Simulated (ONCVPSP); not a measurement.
# Os: generating and testing an ONCV potential

Task: generate the file, and judge it by its errors in other configurations, its logarithmic derivatives, its ghosts and its cutoff.

Method: ONCVPSP 4.0.1, LDA (Perdew-Wang 92), scalar-relativistic.

### Step 1. Starting point

The settings as typed:

```json
{
 "element": "osmium (Os, Z = 76)",
 "type": "optimised norm-conserving Vanderbilt (ONCV)",
 "frozen core": "[Kr] 4d10 4f14",
 "valence charge": "16",
 "reference configuration": "5s2 5p6 5d6 6s2",
 "partial waves": "5s+6s: rc 1.60 bohr, ncon 4, nbas 7, qcut 6 1/bohr, 2 projectors; 5p: rc 1.20 bohr, ncon 5, nbas 9, qcut 5.7 1/bohr, 2 projectors, debl 2.1 Ha; 5d: rc 1.85 bohr, ncon 3, nbas 8, qcut 9.1 1/bohr, 2 projectors, debl 0.5 Ha",
 "local potential": "polynomial inside 0.90 bohr (lpopt 5, dvloc0 0 Ha)",
 "core correction": "Teter function, fcfact 3, rcfact 1.75"
}
```

The nodes and maxima of the atom's own shells, from an earlier all-electron run, set the scale for the radii.

All-electron outer shells of the reference configuration (LDA (PZ), scalar-relativistic, ld1.x):

```tsv
shell	level (eV)	outermost node (bohr)	outermost maximum (bohr)
5s	-91.84	0.51	0.91
4f	-52.30	–	0.40
5p	-51.05	0.55	1.03
5d	-6.46	0.60	1.36
6s	-6.39	1.20	2.48
6p	-1.40	1.43	3.51
```

### Step 2. The generation run

Os.dat

```
# ATOM AND REFERENCE CONFIGURATION
# atsym  z   nc   nv     iexc    psfile
  Os 76.00   10    4  -001012      upf
#
#   n    l    f
    1    0    2.00
    2    0    2.00
    2    1    6.00
    3    0    2.00
    3    1    6.00
    3    2   10.00
    4    0    2.00
    4    1    6.00
    4    2   10.00
    4    3   14.00
    5    0    2.00
    5    1    6.00
    5    2    6.00
    6    0    2.00
#
# PSEUDOPOTENTIAL AND OPTIMIZATION
# lmax
    2
#
#   l,   rc,      ep,       ncon, nbas, qcut
    0    1.60    0.00    4    7    6.00
    1    1.20    0.00    5    9    5.70
    2    1.85    0.00    3    8    9.10
#
# LOCAL POTENTIAL
# lloc, lpopt,  rc(5),   dvloc0
    4    5    0.90    0.00
#
# VANDERBILT-KLEINMAN-BYLANDER PROJECTORs
# l, nproj, debl
    0    2    1.70
    1    2    2.10
    2    2    0.50
#
# MODEL CORE CHARGE
# icmod, fcfact, rcfact
    3    3.00    1.75
#
# LOG DERIVATIVE ANALYSIS
# epsh1, epsh2, depsh
   -5.00    5.00    0.04
#
# OUTPUT GRID
# rlmax, drl
    6.00    0.01
#
# TEST CONFIGURATIONS
# ncnf
    4
# nvcnf
#   n    l    f
    4
    5    0    2.00
    5    1    6.00
    5    2    6.00
    6    0    1.00
#
    4
    5    0    2.00
    5    1    6.00
    5    2    6.00
    6    0    0.00
#
    4
    5    0    2.00
    5    1    6.00
    5    2    5.00
    6    0    0.00
#
    4
    5    0    2.00
    5    1    6.00
    5    2    7.00
    6    0    1.00
#
```

Command:

```sh
$ oncvpsp.x < Os.dat > Os.out
```

Q: Predict the outcome of this session. Wanted: cutoffs for 1 and 0.1 mHa per electron, occupied waves; bound ghosts; GHOST(+) flags; largest test error; largest phase difference near zero energy, channels read; rms error of d²Exc/dn², without and with the model core.

The runs gave:

```
                                                quantity                         value
  cutoffs for 1 and 0.1 mHa per electron, occupied waves             159 Ha and 184 Ha
                                            bound ghosts                s at -73.12 eV
                                          GHOST(+) flags                   p at 252 eV
                            largest test error (AE − PS)  -37 meV, for 5s2 5p6 5d5 6s0
largest phase difference near zero energy, channels read                     0.000 rad
 rms error of d²Exc/dn², without and with the model core             7.71 and 1.25 mHa
```

What this shows: A bound ghost (s) makes it unfit for use: electrons can fall into a state that the atom doesn't have. By total energies transferability is fair: the largest error is 37 meV on 56.3 eV, for 5s2 5p6 5d5 6s0. That test lies far up in energy; among those under 40 eV, nearer to bonding, the largest error is 20 meV. The potential is very hard: the looser tolerance needs 159 Ha. At the looser tolerance the 5p wave is the slowest; 5d needs 18 Ha. Near zero energy the phases of the channels with partial waves agree within 0.001 rad. The pseudo curves have a pole with no partner nearby in the atom's: s at -2.68 Ha. The program also flags highly localised states, GHOST(+) (p). Note that the frozen 4f shell (-52 eV) lies higher than the valence 5s shell (-92 eV).
